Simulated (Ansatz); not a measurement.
Wanted: the native input for an Ansatz 0.2.0 run.

```yaml
Task: single point
Functional: PBEsol
Potentials_or_basis: Ansatz PAW
Cutoff: "420 eV (not typed: the program's choice for these potentials)"
k_mesh: 5 × 5 × 5
Occupations: fermi-dirac, width 0.05 eV
Spin: collinear spin, ferromagnetic start
Starting_moments: "[3.0, 3.0, 3.0, 3.0, 0.0, 0.0, 0.0, 0.0] μB"
Fixed_moment: 12 μB
```

The system is CoSi.

```
CELL_PARAMETERS angstrom
4.43800 0.00000 0.00000
0.00000 4.43800 0.00000
0.00000 0.00000 4.43800
ATOMIC_POSITIONS crystal
Co 0.86000 0.64000 0.36000
Co 0.64000 0.36000 0.86000
Co 0.36000 0.86000 0.64000
Co 0.14000 0.14000 0.14000
Si 0.15700 0.34300 0.65700
Si 0.34300 0.65700 0.15700
Si 0.65700 0.15700 0.34300
Si 0.84300 0.84300 0.84300
```

These files were run (other wordings do the same):

input.yaml

```yaml
crystal:
  lattice:
    - [4.438, 0.0, 0.0]
    - [0.0, 4.438, 0.0]
    - [0.0, 0.0, 4.438]
  atoms:
    - { symbol: Co, position: [0.86, 0.64, 0.36], spin: 3.0 }
    - { symbol: Co, position: [0.64, 0.36, 0.86], spin: 3.0 }
    - { symbol: Co, position: [0.36, 0.86, 0.64], spin: 3.0 }
    - { symbol: Co, position: [0.14, 0.14, 0.14], spin: 3.0 }
    - { symbol: Si, position: [0.157, 0.343, 0.657] }
    - { symbol: Si, position: [0.343, 0.657, 0.157] }
    - { symbol: Si, position: [0.657, 0.157, 0.343] }
    - { symbol: Si, position: [0.843, 0.843, 0.843] }
hamiltonian:
  xc: pbesol
  pseudopotentials: { kind: paw }
magnetization:
  spin_polarized: true
  initial_magnetization: 12.0
  spin_locking: { lock_magnetization: hard }
kpoints:
  mp_grid: { grid: [5, 5, 5] }
scf:
  occupations: { method: fermi_dirac, width: 0.05 }
  lower_state_search: "off"
output:
  forces: true
  stress: true
  eigenvalues: true
```

Potentials or basis: Ansatz PAW.

Launch:

```console
$ ansatz run input.yaml --threads 4 --pin off --max-ram 11264MiB --backend cpu --events-out ev --progress --plain --runs-dir out
```

Results of the run:

```yaml
Pressure: 38.2 GPa
Largest_force: 0.738 eV/Å
Net_moment: 12.00 μB per cell
Absolute_moment: 12.00 μB per cell
Site_moments: Co +2.27; Si +0.30 μB
```

Caveat: a pressure of tens of GPa on the cell as given is suspect, and the run, the potentials or the cell itself is likely at fault; the total moment is fixed, so each spin has its own Fermi level; the PAW data sets come from PBE, with cores solved anew for the run's functional, which leaves a small shift of forces and pressure; the thresholds are loose for stress.

Wall time 3.3 s on 4 threads of Arm Neoverse V2, on a shared host, peak memory 0.42 GiB.
